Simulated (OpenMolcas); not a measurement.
**Au²⁺ among point charges: CASSCF and CASPT2 levels and susceptibility**

How does a field of 2 point charges split the states of Au²⁺, and what χT follows?

The numbers are computed with OpenMolcas 26.06 (state-averaged CASSCF and CASPT2, spin-orbit coupling by RASSI with atomic mean-field integrals), except any that are marked as measured or tabulated.

### Step 1. What is computed

| Item | Value |
| --- | --- |
| Species | Au²⁺ (gold, Z = 79, 77 electrons) |
| Basis | ANO-RCC-VDZP [7s6p4d2f], 59 functions |
| Scalar Hamiltonian | DKH2, point nucleus |
| Inactive shells | 1s 2s 2p 3s 3p 3d 4s 4p 4d 4f 5s 5p |
| Active space | 9 electrons in 5 orbitals (5d) |
| Some configurations of this space | 5d9 |
| Orbitals | optimised for each spin and parity, averaged over all roots |

The outer shells:

5d9
```
5d [↑↓][↑↓][↑↓][↑↓][↑ ]
```

The ion sits among 2 point charges of -2 e arranged as a linear pair (D∞h), 1.72 Å from the ion.

The work runs as a chain of OpenMolcas steps in one folder; each step below is one input file. Labels, J, g values, rates, χT and fits are worked out afterwards by a script from the matrices that RASSI stores. The input lists half of the charges; inversion (Group=XYZ) makes the rest.

### Step 2. Basis and integrals

Input file a.inp:

```
&GATEWAY
Coord
1

Au 0.0 0.0 0.0
Basis=ANO-RCC-VDZP
Group=XYZ
NoMove
AngMom=0.0 0.0 0.0
AMFI
XField
1 Angstrom 0
0.000000 0.000000 1.720000 -2.000000
&SEWARD
```

On the command line:

```console
$ OMP_NUM_THREADS=1 MOLCAS_MEM=1689 MOLCAS_PROJECT=a pymolcas a.inp > a.log
```

### Step 3. CASSCF: doublets of even parity, 5 roots

Input file a.inp:

```
&RASSCF
FileOrb=start.orb
Symmetry=1
Spin=2
nActEl=9 0 0
Inactive=15 19
Ras2=5 0
CIRoot=5 5 1
SDav=5
CIMx=300
Iter=120 100
PrWF=0.3
OrbListing=Nothing
MaxOrb=0
>>> COPY $Project.JobIph JOB001
```

start.orb holds the contracted functions of the basis, ordered by shell, or the orbitals of the step before.

### Step 4. RASSI: spin-orbit coupling between the states

Input file a.inp:

```
&RASSI
NrOfJobIphs=1 5
1 2 3 4 5
IphNames
JOB001
EJob
SpinOrbit
DIPRint=1.0
SOCoupling=1000.0
Subsets=2
Property=9
'ANGMOM' 1 'ANGMOM' 2 'ANGMOM' 3 'MLTPL  1' 1 'MLTPL  1' 2 'MLTPL  1' 3
'AMFI' 1 'AMFI' 2 'AMFI' 3
SOProperty=3
'ANGMOM' 1 'ANGMOM' 2 'ANGMOM' 3
```

### Step 5. CASPT2: IPEA 0.25, imaginary shift 0.1 (closed shells correlated: 5s 5p)

Input file a.inp:

```
>>> COPY JOB001 $Project.JobIph
&CASPT2
Multistate=5 1 2 3 4 5
NoMult
Frozen=14 16
IPEA=0.25
Imaginary=0.1
MaxIter=60
WThr=0.0 0.3 0.05
PrWF=0.5
NoMix
```

(Steps that only read results are left out.)

Before running it: what results should come out? Wanted: spin-free ground state; first state of the same spin within the active space; lowest level; next level.

**Answer**, as computed:

| quantity | value |
| --- | --- |
| method | SS-CASPT2, IPEA 0.25, imaginary shift 0.1 (closed shells correlated: 5s 5p) |
| spin-free ground state | 2Pi, 2-fold in its orbital part |
| first state of the same spin within the active space | 2Sigma at 2690 cm⁻¹ |
| lowest level | 2-fold, g = 0.00, 0.00, 3.90 |
| next level | 1251.4 cm⁻¹ |
| χT at 300 K | 0.69 cm³ K/mol |
| effective moment at 300 K | 2.35 μB |

Cost by method:

```
                                              method  time of its own steps  time with the reference
                                           A. CASSCF                  1.7 s                    1.7 s
B. SS-CASPT2, IPEA 0.25, imaginary shift 0.1, +5s 5p                 0.52 s                    2.2 s
```

Times are of one thread on a shared host.

The spin-free ground state (2Pi) comes to 100 % from free-ion D terms and keeps the highest spin of the shell. χT at 300 K is 0.69, against 0.38 cm³ K/mol for the spin alone, so orbital moment adds to it. The field of point charges can differ much from that of real complexes. Point charges carry no covalency, so the field is a model and not that of real ligands.
